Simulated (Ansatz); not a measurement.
Runs of Ansatz 0.2.0 on CaIrN2. Symmetry: R-3m, No. 166, trigonal system. Conventional cell: a = 3.298 Å, b = 3.298 Å, c = 15.028 Å, α = 90.00°, β = 90.00°, γ = 120.00°. Around Ir (site symmetry -3m) lie 6 N at 2.13 Å. Around Ca (site symmetry -3m) lie 6 N at 2.45 Å. N (site symmetry 3m) has 3 Ir at 2.13 Å and 3 Ca at 2.45 Å as nearest neighbours. The cell comes from a database or a generator and needn't be the stable form of this composition.

```csv
share of exact exchange,gap on the mesh (eV),pressure (GPa),largest force (eV/Å)
0.5,none,-15.6,(a)
0.4,none,-13.1,0.53
0.1,none,-4.7,(b)
0.15,none,-6.1,0.25
0.05,none,-3.2,0.15
0.2,none,-7.6,0.31
0.25,none,-9.1,0.38
0.3,none,-10.4,0.44
```

Alike in all rows: task single point; level HSE06 form with a typed share of exact exchange; potentials or basis Ansatz PAW; no spin polarisation; cell as given; k mesh 5 × 5 × 5; cutoff (eV) 420; smearing fermi-dirac 0.05 eV; the mesh is coarse, so values aren't converged.

Q: Estimate the missing entries.

A: (a) 0.62; (b) 0.20.

Caveats: all runs use coarse meshes; the PAW data sets come from PBE, with cores solved anew for the run's functional, which leaves a small shift of forces and pressure; the thresholds are loose for stress.

A k mesh can miss the band edges, and the runs leave out spin-orbit coupling on Ir.

A gap of «none» marks a metal or a gap under the smearing width.
